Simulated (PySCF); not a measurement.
# C₅H₄F₂O₂: electronic excitations

What electronic excitations should C₅H₄F₂O₂ (`C=C(CC(=O)F)C(=O)F`) show?

Computed with PySCF 2.14.0, with density-fitted response routines of our own, on a single molecule in the gas phase. Atoms are numbered from 0 throughout.

### 1 The molecule as given

13 atoms, charge 0, multiplicity 1; geometry from: GFN2-xTB.

Bonds of the start (Å): C0–C1 1.33, C1–C2 1.50, C2–C3 1.50, C3–O4 1.18, C3–F5 1.36, C1–C6 1.47, C6–O7 1.18, C6–F8 1.36, C0–H9 1.08, C0–H10 1.08, C2–H11 1.09, C2–H12 1.09.

### 2 Ultraviolet spectrum: PBE0/def2-SVPD

What the job is given:

```
{"job": {"kind": "uv", "xc": "PBE0", "basis": "def2-SVPD", "nstates": 8, "ntriplets": 3}, "charge": 0, "multiplicity": 1}
C     -0.775370     1.196034     0.788680
C     -0.582331     0.159601    -0.025220
C      0.725922    -0.133350    -0.708146
C      1.857104    -0.255369     0.265185
O      1.887119    -0.090066     1.430264
F      2.995049    -0.605108    -0.395748
C     -1.645167    -0.820795    -0.299476
O     -1.585427    -1.795583    -0.970102
F     -2.814480    -0.506321     0.316317
H      0.010276     1.902267     0.994436
H     -1.719984     1.360189     1.278846
H      0.654205    -1.067890    -1.274017
H      0.988696     0.656878    -1.418748
```

Method: TDDFT PBE0/def2-SVPD, vertical, gas phase, core orbitals frozen in the response.

Run with:

```bash
OMP_NUM_THREADS=1 python probes_run.py task.json out
```

This one command runs all jobs of the session in turn.

What it wrote:

```text
coarse grid: 12256 points
cycle   1  E = -541.7771419219  dE =  1.592e+00  |g| = 1.169e+00  |ddm| = 5.792e+00
cycle   2  E = -540.9931774833  dE =  7.840e-01  |g| = 2.359e+00  |ddm| = 3.950e+00
cycle   3  E = -542.0286148661  dE = -1.035e+00  |g| = 2.668e-01  |ddm| = 2.840e+00
cycle   4  E = -542.0401961025  dE = -1.158e-02  |g| = 1.034e-01  |ddm| = 3.652e-01
cycle   5  E = -542.0418167765  dE = -1.621e-03  |g| = 2.656e-02  |ddm| = 1.085e-01
cycle   6  E = -542.0419732967  dE = -1.565e-04  |g| = 8.017e-03  |ddm| = 5.126e-02
cycle   7  E = -542.0419855513  dE = -1.225e-05  |g| = 3.292e-03  |ddm| = 1.485e-02
cycle   8  E = -542.0419879514  dE = -2.400e-06  |g| = 1.010e-03  |ddm| = 5.419e-03
final grid: 123152 points
cycle   9  E = -542.1295761931  dE = -2.404e-05  |g| = 1.339e-02  |ddm| = 1.476e-01
cycle  10  E = -542.1294916048  dE =  8.459e-05  |g| = 2.498e-02  |ddm| = 4.496e-02
cycle  11  E = -542.1296105245  dE = -1.189e-04  |g| = 2.297e-03  |ddm| = 2.775e-02
cycle  12  E = -542.1296115252  dE = -1.001e-06  |g| = 3.531e-04  |ddm| = 2.947e-03
cycle  13  E = -542.1296115432  dE = -1.801e-08  |g| = 1.348e-04  |ddm| = 6.249e-04
cycle  14  E = -542.1296115464  dE = -3.248e-09  |g| = 5.479e-05  |ddm| = 2.751e-04
cycle  15  E = -542.1296115471  dE = -6.174e-10  |g| = 2.023e-05  |ddm| = 9.455e-05
converged SCF energy = -542.1296115471

Static polarisability (au): isotropic 64.982, principal 49.010 68.803 77.135

Singlet excitations
state   eV       nm        f      main configurations
  1   5.1558    240.5   0.00000   H-1->L 0.82, H-2->L 0.15
  2   6.0527    204.8   0.01968   H-2->L 0.82, H-1->L 0.15
  3   6.1564    201.4   0.01311   H-2->L+1 0.72, H-1->L+1 0.19
  4   6.2486    198.4   0.26760   H->L 0.88
  5   6.8585    180.8   0.00301   H->L+1 0.98
  6   7.2985    169.9   0.00188   H-3->L 0.44, H-5->L 0.40, H-4->L 0.09
  7   7.6199    162.7   0.00349   H-1->L+1 0.60, H-2->L+1 0.15, H-6->L 0.08
  8   7.6624    161.8   0.01330   H-6->L 0.35, H-3->L 0.24, H-1->L+1 0.17

Triplet excitations (Tamm-Dancoff, eV): 3.6310 4.6660 5.5428
```

It took 77 s on 1 thread of Arm Neoverse N1, shared host; peak memory 0.87 GiB.

Frontier orbitals and where they lie:

```csv
orbital,eV,atoms
HOMO−3,-11.21,"O4 39 %, F5 15 %, C3 13 %"
HOMO−2,-9.60,"O4 55 %, O7 11 %, F5 9 %"
HOMO−1,-9.52,"O7 56 %, O4 12 %, F8 9 %"
HOMO,-9.04,"C1 34 %, C0 33 %, O7 9 %"
LUMO,-2.46,"C0 30 %, C1 18 %, O7 18 %"
LUMO+1,-0.94,"C3 40 %, O4 33 %, C2 9 %"
LUMO+2,0.29,"C3 16 %, C0 12 %, C2 12 %"
```

With each of the 8 states as a Gaussian band of 0.4 eV half-width at 1/e, the curve within the window shown has maxima at 199 nm (ε 12,000), 163 nm (ε 720) L/(mol cm). Beyond the last state computed it falls off for lack of states. The curve at chosen wavelengths:

(nm, ε (L/mol/cm)): (156, 380), (161, 690), (165, 677), (170, 440), (175, 367), (179, 754), (184, 2494), (188, 5253), (193, 9438), (198, 11896), (202, 11443), (207, 8553), (212, 5069), (216, 2890), (221, 1229), (226, 452), (230, 186), (235, 56), (240, 15), (244, 5), (249, 1), (253, 0), (258, 0), (263, 0), (267, 0), (272, 0)

Ground-state properties from the same run:

```csv
property,computed
dipole moment (D),2.96
polarisability (Å³),9.63
HOMO–LUMO gap (eV),6.58
−ε(HOMO) (eV),9.04
```

### 3 What came out

```
                                quantity                        value
         lowest singlet (PBE0/def2-SVPD)  5.16 eV (240 nm), f = 0.000
brightest single state of those computed  state 4, 6.25 eV, f = 0.268
                          lowest triplet                      3.63 eV
```

In words: The lowest singlet, at 5.16 eV, is HOMO−1→LUMO 0.82, HOMO−2→LUMO 0.15 and is dark; of the 8 states computed, the strongest absorption comes from state 4 at 6.25 eV. The lowest triplet lies 1.52 eV below the lowest singlet (triplets in Tamm-Dancoff, singlets in full TDDFT).
